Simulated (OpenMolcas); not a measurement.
# Ru⁵⁺ among point charges: CASSCF and CASPT2 levels and susceptibility

How does a field of 6 point charges split the states of Ru⁵⁺, and what χT follows?

Program: OpenMolcas 26.06. Level of theory: state-averaged CASSCF and CASPT2, spin-orbit coupling by RASSI with atomic mean-field integrals. These are calculated values, not measurements, unless marked.

## 1. The system

```
Species                           : Ru⁵⁺ (ruthenium, Z = 44, 39 electrons)
Basis                             : ANO-RCC-VDZP [6s5p3d1f], 43 functions
Scalar Hamiltonian                : DKH2, point nucleus
Inactive shells                   : 1s 2s 2p 3s 3p 3d 4s 4p
Active space                      : 3 electrons in 5 orbitals (4d)
Some configurations of this space : 4d³
Orbitals                          : optimised for each spin and parity, averaged over all roots
```

Outer shells as boxes (Hund's rule):

4d3
```
4d [↑ ][↑ ][↑ ][  ][  ]
```

The ion sits among 6 point charges of -1.5 e arranged as a trigonal antiprism (D3d), 2.21 Å from the ion, with a polar angle of 58.6° against the regular 54.74°.

Each step is its own input file, run in one work folder so that later steps find the files of earlier ones. Labels, J, g values, rates, χT and fits are worked out afterwards by a script from the matrices that RASSI stores. The input lists half of the charges; inversion (Group=XYZ) makes the rest.

## 2. GATEWAY and SEWARD: basis and integrals

Input file a.inp:

```
&GATEWAY
Coord
1

Ru 0.0 0.0 0.0
Basis=ANO-RCC-VDZP
Group=XYZ
NoMove
AngMom=0.0 0.0 0.0
AMFI
XField
3 Angstrom 0
0.000000 1.885686 1.152514 -1.500000
1.633052 -0.942843 1.152514 -1.500000
1.633052 0.942843 -1.152514 -1.500000
&SEWARD
```

Started as:

```
$ OMP_NUM_THREADS=1 MOLCAS_MEM=1689 MOLCAS_PROJECT=a pymolcas a.inp > a.log
```

## 3. Reference wave functions, quartets of even parity, 10 roots

Input file a.inp:

```
&RASSCF
FileOrb=start.orb
Symmetry=1
Spin=4
nActEl=3 0 0
Inactive=9 9
Ras2=5 0
CIRoot=10 10 1
SDav=10
CIMx=300
Iter=120 100
PrWF=0.3
OrbListing=Nothing
MaxOrb=0
>>> COPY $Project.JobIph JOB001
```

start.orb holds the contracted functions of the basis, ordered by shell, or the orbitals of the step before.

## 4. Reference wave functions, doublets of even parity, 40 roots

Input file a.inp:

```
&RASSCF
FileOrb=start.orb
Symmetry=1
Spin=2
nActEl=3 0 0
Inactive=9 9
Ras2=5 0
CIRoot=40 40 1
SDav=40
CIMx=300
Iter=120 100
PrWF=0.3
OrbListing=Nothing
MaxOrb=0
>>> COPY $Project.JobIph JOB002
```

## 5. State interaction with spin-orbit coupling

Input file a.inp:

```
&RASSI
NrOfJobIphs=2 10 40
1 2 3 4 5 6 7 8 9 10
1 2 3 4 5 6 7 8 9 10 11 12 13 14 15 16 17 18 19 20 21 22 23 24 25 26 27
28 29 30 31 32 33 34 35 36 37 38 39 40
IphNames
JOB001
JOB002
EJob
SpinOrbit
DIPRint=1.0
SOCoupling=1000.0
Subsets=2
Property=9
'ANGMOM' 1 'ANGMOM' 2 'ANGMOM' 3 'MLTPL  1' 1 'MLTPL  1' 2 'MLTPL  1' 3
'AMFI' 1 'AMFI' 2 'AMFI' 3
SOProperty=3
'ANGMOM' 1 'ANGMOM' 2 'ANGMOM' 3
```

## 6. CASPT2: IPEA 0.25, imaginary shift 0.1 (closed shells correlated: 4s 4p)

Input file a.inp:

```
>>> COPY JOB001 $Project.JobIph
&CASPT2
Multistate=10 1 2 3 4 5 6 7 8 9 10
NoMult
Frozen=8 6
IPEA=0.25
Imaginary=0.1
MaxIter=60
WThr=0.0 0.3 0.05
PrWF=0.5
NoMix
>>> COPY JOB002 $Project.JobIph
&CASPT2
Multistate=40 1 2 3 4 5 6 7 8 9 10 11 12 13 14 15 16 17 18 19 20 21 22
23 24 25 26 27 28 29 30 31 32 33 34 35 36 37 38 39 40
NoMult
Frozen=8 6
IPEA=0.25
Imaginary=0.1
MaxIter=60
WThr=0.0 0.3 0.05
PrWF=0.5
NoMix
```

(Steps that only read results are left out.)

Q: Predict the outcome of this session. Wanted: spin-free ground state; first state of the same spin within the active space; lowest level; next level.

The runs gave:

```
                                            quantity                                                                        value
                                              method  SS-CASPT2, IPEA 0.25, imaginary shift 0.1 (closed shells correlated: 4s 4p)
                              spin-free ground state                                              4A2, 1-fold in its orbital part
first state of the same spin within the active space                                                             4A1 at 1920 cm⁻¹
                                        lowest level                                            2-fold E3/2, g = 0.00, 0.00, 1.47
                                          next level                                                                   406.9 cm⁻¹
                                         χT at 300 K                                                               0.34 cm³ K/mol
                           effective moment at 300 K                                                                      1.66 μB
```

Cost by method:

```csv
method,time of its own steps,time with the reference
A. CASSCF,10 s,10 s
"B. SS-CASPT2, IPEA 0.25, imaginary shift 0.1, +4s 4p",3.2 s,14 s
```

Times are of one thread on a shared host.

The spin-free ground state (4A2) comes to 99 % from free-ion F terms and keeps the highest spin of the shell. χT at 300 K is 0.34, against 1.88 cm³ K/mol for the spin alone, so spin-orbit coupling lowers it. CASPT2 does not keep the components of a term degenerate, and the means are used. The field of point charges can differ much from that of real complexes. This is an electrostatic model: the charges have no orbitals.
